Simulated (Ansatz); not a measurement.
Predict the output of the script below (Ansatz 0.2.0, Python API).

`scf_na4ses.py`:
```python
# -*- coding: utf-8 -*-
"""Self-consistent field of Na4SeS at the given structure."""

import warnings

import ansatz as az
import numpy as np


def main():
    crystal = (
        az.Lattice.of([4.692533, 0.0, 0.0], [0.0, 4.692533, 0.0], [0.0, 0.0, 6.650507])
        .atom("Na", [0.5, 0.0, 0.75658])
        .atom("Na", [0.0, 0.5, 0.24342])
        .atom("Na", [0.5, 0.0, 0.24342])
        .atom("Na", [0.0, 0.5, 0.75658])
        .atom("Se", [0.5, 0.5, 0.5])
        .atom("S", [0.0, 0.0, 0.0])
    )

    # the calculation
    model = (
        crystal.calculation()
        .functional("LDA")
        .kpoints(4, 4, 3)
        .occupations("fermi_dirac")
        .compute(band_table=True)
    )
    with warnings.catch_warnings(record=True) as caught:
        warnings.simplefilter("always")
        outcome = model.run(threads=1)
    print("warnings raised:", sorted(w.category.__name__ for w in caught) or "none")
    rep = outcome.report

    print("%-22s %14.5f eV" % ("F = E - TS", rep["free_energy_ev"]))
    print("%-22s %14.5f eV" % ("E", rep["internal_energy_ev"]))
    print("%-22s %14.5f eV" % ("Harris-Foulkes", rep["harris_foulkes_ev"]))
    print("%-22s %14.5f eV" % ("Fermi level", rep["fermi_energy_ev"]))

    table = np.array(rep["eigenvalues_ev"]) - rep["fermi_energy_ev"]
    filling = np.array(rep["occupations"])
    weights = np.tile(rep["kweights"], len(table) // len(rep["kweights"]))
    print("band   lowest  highest (eV from E_F)  electrons")
    for band in range(table.shape[1]):
        if table[:, band].max() > -10:
            print(f"{band + 1:4d} {table[:, band].min():8.3f} {table[:, band].max():8.3f} {weights @ filling[:, band]:18.4f}")
    print("electrons counted from the table:", round(float(weights @ filling.sum(axis=1)), 5))

    print(model.to_python())

    fermi = rep["fermi_energy_ev"]
    print("levels less the Fermi level (eV) at the first k-points (first spin channel where there are two)")
    for k, levels in list(zip(rep["kpoints_frac"], rep["eigenvalues_ev"]))[:6]:
        print("k = ({:.3f}, {:.3f}, {:.3f})".format(*k))
        print("   ", " ".join(f"{e - fermi:.3f}" for e in levels))


if __name__ == "__main__":
    main()
```

```console
$ python scf_na4ses.py
warnings raised: ['DeckWarning']
F = E - TS               -12125.70670 eV
E                        -12125.70668 eV
Harris-Foulkes           -12125.70670 eV
Fermi level                   3.42565 eV
band   lowest  highest (eV from E_F)  electrons
  24   -2.926   -2.322             2.0000
  25   -2.877   -1.728             2.0000
  26   -2.284   -1.481             2.0000
  27   -2.035   -1.205             2.0000
  28   -1.828   -1.171             2.0000
  29   -1.810   -1.171             2.0000
  30    0.866    3.511             0.0000
  31    2.298    3.847             0.0000
  32    4.280    5.000             0.0000
  33    4.280    6.043             0.0000
  34    5.300    6.936             0.0000
  35    5.607    6.936             0.0000
electrons counted from the table: 58.0
(
    az.Lattice.of(((4.692533, 0.0, 0.0), (0.0, 4.692533, 0.0), (0.0, 0.0, 6.650507)))
    .atom("Na", (0.5, 0.0, 0.75658))
    .atom("Na", (0.0, 0.5, 0.24342))
    .atom("Na", (0.5, 0.0, 0.24342))
    .atom("Na", (0.0, 0.5, 0.75658))
    .atom("Se", (0.5, 0.5, 0.5))
    .atom("S", (0.0, 0.0, 0.0))
    .calculation()
    .kpoints(4, 4, 3)
    .functional("lda")
    .occupations(method="fermi_dirac")
    .band_table(publish=True)
)

levels less the Fermi level (eV) at the first k-points (first spin channel where there are two)
k = (0.000, 0.000, 0.000)
    -51.033 -51.030 -51.026 -51.023 -46.456 -46.456 -46.455 -46.450 -46.447 -23.591 -23.578 -23.578 -23.568 -23.568 -23.567 -23.518 -23.517 -23.517 -23.510 -23.510 -23.505 -11.723 -11.169 -2.799 -1.728 -1.728 -1.205 -1.171 -1.171 0.866 2.298 4.295 6.043 6.043 6.046
k = (0.000, 0.000, 0.333)
    -51.033 -51.030 -51.025 -51.023 -46.456 -46.456 -46.455 -46.450 -46.447 -23.576 -23.576 -23.574 -23.570 -23.570 -23.553 -23.535 -23.520 -23.516 -23.516 -23.512 -23.512 -11.691 -11.204 -2.575 -1.881 -1.631 -1.631 -1.293 -1.293 1.936 2.644 4.628 5.466 5.684 6.056
k = (0.000, 0.250, 0.000)
    -51.032 -51.029 -51.027 -51.024 -46.456 -46.456 -46.455 -46.450 -46.447 -23.588 -23.571 -23.571 -23.570 -23.561 -23.560 -23.527 -23.525 -23.519 -23.518 -23.516 -23.507 -11.663 -11.153 -2.545 -2.233 -1.992 -1.621 -1.392 -1.180 1.995 3.028 4.822 5.585 5.922 6.373
k = (0.000, 0.250, 0.333)
    -51.031 -51.029 -51.026 -51.024 -46.456 -46.456 -46.455 -46.450 -46.447 -23.572 -23.568 -23.567 -23.564 -23.562 -23.556 -23.533 -23.525 -23.524 -23.522 -23.521 -23.520 -11.644 -11.171 -2.704 -2.433 -1.739 -1.555 -1.294 -1.254 2.483 3.279 4.585 5.358 5.583 5.844
k = (0.000, -0.500, 0.000)
    -51.030 -51.030 -51.026 -51.026 -46.456 -46.456 -46.455 -46.450 -46.447 -23.579 -23.579 -23.559 -23.555 -23.549 -23.547 -23.544 -23.540 -23.534 -23.531 -23.512 -23.511 -11.598 -11.139 -2.596 -2.553 -1.945 -1.931 -1.474 -1.226 3.511 3.847 4.348 4.466 5.386 5.764
k = (0.000, -0.500, 0.333)
    -51.029 -51.029 -51.027 -51.027 -46.456 -46.456 -46.455 -46.450 -46.447 -23.564 -23.563 -23.556 -23.553 -23.551 -23.549 -23.542 -23.538 -23.535 -23.533 -23.527 -23.527 -11.596 -11.137 -2.926 -2.877 -1.481 -1.471 -1.470 -1.220 3.187 3.247 4.585 4.900 5.574 5.687
```

What to keep in mind:
- Absolute energies stand on the zero of these potentials, so only differences at equal settings mean something. A total without «per atom» is that of the cell as typed.
- The computed bands are complete only to about 5.6 eV above the Fermi level.
- The zero of the levels is a convention of the potentials, so an absolute Fermi energy is no work function.
- In a crystal with a gap the Fermi level's place inside it depends on smearing and mesh.
- This cell is a computed structure, which may not be the phase found in nature.
- Gaps and levels are Kohn-Sham values on a finite set of k-points, without spin-orbit coupling.
- Hardware and time: 3.1 s on 1 thread of Arm Neoverse V1, on a shared host, peak memory 0.43 GiB.
